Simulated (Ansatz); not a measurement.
# C2H7NSi: one species, many methods

The task here is to estimate one member of a computed series from the others.

Program: Ansatz 0.2.0, Gaussian basis. Level of theory: functionals in def2-TZVPP, the program's frozen cores in correlated methods. These are calculated values, not measurements.

The runs, in order: LDA (SPW92), PBE-D4, revPBE-D4, BLYP-D4, r2SCAN-D4, B97M-V, PBE0-D4, B3LYP-D4, r2SCANh-D4, r2SCAN0-D4, HSE06-D4, BHLYP-D4, CAM-B3LYP-D4, LC-ωPBE, ωB97X-V, ωB97M-V, B2PLYP, PBE-QIDH; CCSD(T)/def2-SVP; CCSD(T)/def2-TZVPP; MP2/def2-QZVPP; extrapolation to the limit; RPA on PBE.

### The geometry

All runs share one geometry, relaxed beforehand with PBE0-D4 in a triple-zeta def2 set.

SMILES `C=C(N)[SiH3]`, 11 atoms, charge 0, spin multiplicity 1.

Atoms are counted from 1 here; the program's logs count them from 0.

Bond lengths: C1–C2 1.339 Å, C1–H5 1.081 Å, C1–H6 1.088 Å, C2–N3 1.386 Å, C2–Si4 1.873 Å, N3–H7 1.007 Å, N3–H8 1.009 Å, Si4–H9 1.487 Å, Si4–H10 1.491 Å, Si4–H11 1.483 Å. Angles: C2–C1–H5 120.9°, C2–C1–H6 122.0°, H5–C1–H6 117.0°, C1–C2–N3 123.8°, C1–C2–Si4 119.2°, N3–C2–Si4 116.8°, C2–N3–H7 116.5°, C2–N3–H8 115.9°, H7–N3–H8 112.4°, C2–Si4–H9 111.1°, C2–Si4–H10 109.5°, C2–Si4–H11 109.2°, H9–Si4–H10 107.3°, H9–Si4–H11 110.0°, H10–Si4–H11 109.8°.

The first run:

in.yaml

```yaml
crystal:
  periodic: [false, false, false]
  atoms:
    - {symbol: C, position_ang: [0.188038, 1.494285, 0.379695]}
    - {symbol: C, position_ang: [-0.074678, 0.182588, 0.314406]}
    - {symbol: N, position_ang: [-0.642115, -0.542634, 1.350755]}
    - {symbol: Si, position_ang: [0.201883, -0.726175, -1.300198]}
    - {symbol: H, position_ang: [0.567481, 2.028864, -0.480200]}
    - {symbol: H, position_ang: [0.016828, 2.071913, 1.285165]}
    - {symbol: H, position_ang: [-0.396999, -1.517624, 1.402730]}
    - {symbol: H, position_ang: [-0.636676, -0.095866, 2.255772]}
    - {symbol: H, position_ang: [-1.090532, -1.142517, -1.907228]}
    - {symbol: H, position_ang: [0.991012, -1.965415, -1.044806]}
    - {symbol: H, position_ang: [0.941060, 0.155681, -2.235592]}
basis:
  gaussian: {orbitals: def2-TZVPP}
hamiltonian: {xc: lda}
output: {orbitals: {seedname: orbitals}}
```

Launch:

```
ansatz run in.yaml --threads 2 --pin off --events-out ev --progress --plain --max-ram 4352MiB
```

Steps of the session up to this table: LDA; PBE-D4 (GGA); revPBE-D4 (GGA); BLYP-D4 (GGA); r2SCAN-D4 (meta-GGA); B97M-V (meta-GGA); B3LYP-D4 (hybrid); r2SCANh-D4 (hybrid); r2SCAN0-D4 (hybrid); HSE06-D4 (hybrid); BHLYP-D4 (hybrid); CAM-B3LYP-D4 (range-separated); LC-ωPBE (range-separated); ωB97X-V (range-separated); ωB97M-V (range-separated); B2PLYP (double hybrid); PBE-QIDH (double hybrid).

One table of the session follows, with a row left open; its other results are not shown here.

It belongs to the step «Frontier levels by functional». 

| functional | HOMO (eV) | gap (eV) |
| --- | --- | --- |
| LDA (SPW92) | -5.29 | 4.33 |
| PBE-D4 | -5.12 | 4.37 |
| revPBE-D4 | -5.06 | 4.39 |
| BLYP-D4 | -4.97 | 4.36 |
| r2SCAN-D4 | -5.32 | 4.78 |
| B97M-V | -5.41 | 4.81 |
| PBE0-D4 | -6.25 | 6.44 |
| B3LYP-D4 | -6.04 | 6.01 |
| r2SCANh-D4 | -5.75 | 5.55 |
| r2SCAN0-D4 | -6.40 | 6.71 |
| HSE06-D4 | -5.85 | 5.66 |
| BHLYP-D4 | -7.25 | 8.43 |
| CAM-B3LYP-D4 | -7.56 | 8.83 |
| LC-ωPBE | -8.90 | 11.32 |
| ωB97X-V | ? | ? |
| ωB97M-V | -8.47 | 10.53 |

**Question.** Estimate the row for ωB97X-V.

As computed: HOMO (eV): -8.54; gap (eV): 10.87. In the column «HOMO (eV)» it lies between LC-ωPBE (-8.90) and ωB97M-V (-8.47).
